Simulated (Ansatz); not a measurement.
**MoOSe: the cell at several levels of theory**

The task here is to estimate one member of a computed series from the others.

Code: Ansatz 0.2.0. PAW datasets, plane waves, zero pressure. All values are calculated for a non-magnetic cell, which may be hypothetical.

## The system as given

The sheet's in-plane cell has a = 3.254 Å, b = 3.254 Å (γ = 120.0°), and its outermost atoms lie 3.18 Å apart along the normal. Mo has 3 O at 2.46 Å and 3 Se at 2.46 Å; O has 3 Mo at 2.46 Å; Se has 3 Mo at 2.46 Å.

Coordinates:

```
CELL_PARAMETERS angstrom
3.25436 0.00000 0.00000
-1.62718 2.81836 0.00000
0.00000 0.00000 18.00000
ATOMIC_POSITIONS crystal
Mo 0.33333 0.66667 0.50000
O 0.66667 0.33333 0.58826
Se 0.66667 0.33333 0.41174
```
Periodic in the plane only; c spans the vacuum.

The first run:

Contents of input.yaml:

```yaml
crystal:
  lattice:
    - [3.254361665, 0.0, 0.0]
    - [-1.6271808325, 2.818359875, 0.0]
    - [0.0, 0.0, 18.0]
  atoms:
    - { symbol: Mo, position: [0.3333333333, 0.6666666667, 0.5] }
    - { symbol: O, position: [0.6666666667, 0.3333333333, 0.5882635272] }
    - { symbol: Se, position: [0.6666666667, 0.3333333333, 0.4117364728] }
  periodic: [true, true, false]
kpoints:
  mp_grid: { grid: [12, 12, 1] }
hamiltonian:
  xc: pbe
scf:
  occupations: { method: fermi_dirac, width: 0.02 }
relax:
  f_tol: 0.005
  cell: {}
```

Among the steps run: Relaxing with PBE; Relaxation with r2SCAN; Relaxation with PBEsol; Relaxing with LDA; Relaxing with HSE06.

One table of the session follows, with a row left open; its other results are not shown here.

```
 level  a (Å)  area (Å²/atom)
   PBE  3.067           2.716
r2SCAN  3.058           2.699
PBEsol      ?               ?
   LDA  3.009           2.615
 HSE06  3.032           2.653
```

Q: Estimate the row for PBEsol from the others.

The run gave: a (Å): 3.029; area (Å²/atom): 2.648. In the column «a (Å)» it lies between LDA (3.009) and HSE06 (3.032).

What this shows: From the start to the first minimum the area moved by -11.2 %. LDA gives the smallest cell and PBE the largest; they differ by 3.9 % in area, a mean of 1.9 % in length. The meshes differ: PBE 12×12×1, r2SCAN 12×12×1, PBEsol 12×12×1, LDA 12×12×1, HSE06 6×6×1.

To keep in mind: Warnings in the runs' records: band table not solved further, slab cell height set, xc potential rough in thin density.
